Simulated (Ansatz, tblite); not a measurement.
# The cluster Al₆V−: rung by rung

The task here is to estimate one member of a computed series from the others.

The runs use Ansatz 0.2.0, Gaussian basis; as each input shows.

Levels to be run: GFN2-xTB, PBE-D4/def2-TZVPD, r2SCAN-D4/def2-TZVPD, PBE-QIDH/def2-TZVPD, revPBE-D4/def2-TZVPD, CAM-B3LYP-D4/def2-TZVPD, HF/STO-3G, CCSD(T)/def2-SVPD, MP2/def2-TZVPD.

1 further run of the same task is left out (set aside as unsound or not needed).

### The geometry

The geometry is that of the singlet, from an earlier relaxation (r2SCAN-D4/def2-SVPD). At that level it is the lowest of the isomers that a small search found.

7 atoms, charge -1, spin multiplicity 1.

Bond lengths: V1–Al2 2.430 Å, V1–Al4 2.430 Å, V1–Al5 2.513 Å, V1–Al6 2.513 Å, Al2–Al3 2.707 Å, Al2–Al5 2.666 Å, Al2–Al6 2.666 Å, Al2–Al7 2.707 Å, Al3–Al4 2.707 Å, Al3–Al7 2.598 Å, Al4–Al5 2.666 Å, Al4–Al6 2.666 Å, Al4–Al7 2.707 Å. Angles: Al2–V1–Al4 71.3°, Al2–V1–Al5 65.2°, Al2–V1–Al6 65.2°, Al4–V1–Al5 65.2°, Al4–V1–Al6 65.2°, Al5–V1–Al6 118.0°, V1–Al2–Al3 105.5°, V1–Al2–Al5 58.9°, V1–Al2–Al6 58.9°, V1–Al2–Al7 105.5°, Al3–Al2–Al5 60.9°, Al3–Al2–Al6 106.8°, Al3–Al2–Al7 57.3° and more.

Coordinates:

```xyz
7

V     0.4004    1.9574    0.4272
Al    1.3578   -0.2723    0.3037
Al   -0.0411   -1.5554   -1.6266
Al   -1.3309    0.4040   -0.2750
Al    0.6759    1.0580   -1.9037
Al   -0.3827    0.3754    2.2165
Al   -0.6795   -1.9670    0.8578
```

No spin-orbit coupling is included. The ion is computed in the gas phase, without counter-ions or solvent.

PBE0-D4/def2-TZVPD was run before; its log isn't repeated, and its numbers join the tables.

The first run:

Tight binding, by tblite at 300 K electronic temperature and without a spin-polarisation term:

```python
tblite.interface.Calculator('GFN2-xTB', numbers, positions, charge=-1, uhf=0).singlepoint()
```

start.molden holds the orbitals of an earlier run on this state, given as this run's starting guess.

in.yaml

```yaml
crystal:
  periodic: [false, false, false]
  atoms:
    - {symbol: V, position_ang: [0.400434, 1.957402, 0.427171]}
    - {symbol: Al, position_ang: [1.357806, -0.272306, 0.303747]}
    - {symbol: Al, position_ang: [-0.041130, -1.555426, -1.626570]}
    - {symbol: Al, position_ang: [-1.330864, 0.404036, -0.274994]}
    - {symbol: Al, position_ang: [0.675866, 1.057974, -1.903654]}
    - {symbol: Al, position_ang: [-0.382656, 0.375364, 2.216452]}
    - {symbol: Al, position_ang: [-0.679456, -1.967045, 0.857849]}
basis:
  gaussian: {orbitals: def2-TZVPD, initial_orbitals: start.molden}
total_charge: -1
hamiltonian: {xc: pbe, dispersion: d4}
scf: {omitted_lower_state_checks: [starts]}
output: {forces: true, orbitals: {seedname: orbitals}}
```

Launch:

```console
$ ansatz run in.yaml --threads 4 --pin off --events-out ev --progress --plain --max-ram 4787MiB
```

Steps of the session up to this table: PBE-D4/def2-TZVPD; r2SCAN-D4/def2-TZVPD; PBE-QIDH/def2-TZVPD; revPBE-D4/def2-TZVPD; CAM-B3LYP-D4/def2-TZVPD; HF/STO-3G; CCSD(T)/def2-SVPD; MP2/def2-TZVPD.

One of the session's tables, all rows but one given; the rest of the session is left out.

| level | LUMO (eV) | gap (eV) |
| --- | --- | --- |
| HF/STO-3G | 10.71 | 5.48 |
| PBE-D4/def2-TZVPD | 0.36 | 0.71 |
| revPBE-D4/def2-TZVPD | 0.42 | 0.73 |
| r2SCAN-D4/def2-TZVPD | ? | ? |
| PBE0-D4/def2-TZVPD | 0.92 | 2.01 |
| CAM-B3LYP-D4/def2-TZVPD | 1.65 | 3.59 |

**Question.** Estimate the row for r2SCAN-D4/def2-TZVPD.

The run gave: LUMO (eV): 0.38; gap (eV): 0.83. In the column «LUMO (eV)» it lies between PBE-D4/def2-TZVPD (0.36) and revPBE-D4/def2-TZVPD (0.42).

Caveats from the session: The anion's highest level is positive in at least one run, so there the basis alone may hold the extra electron.
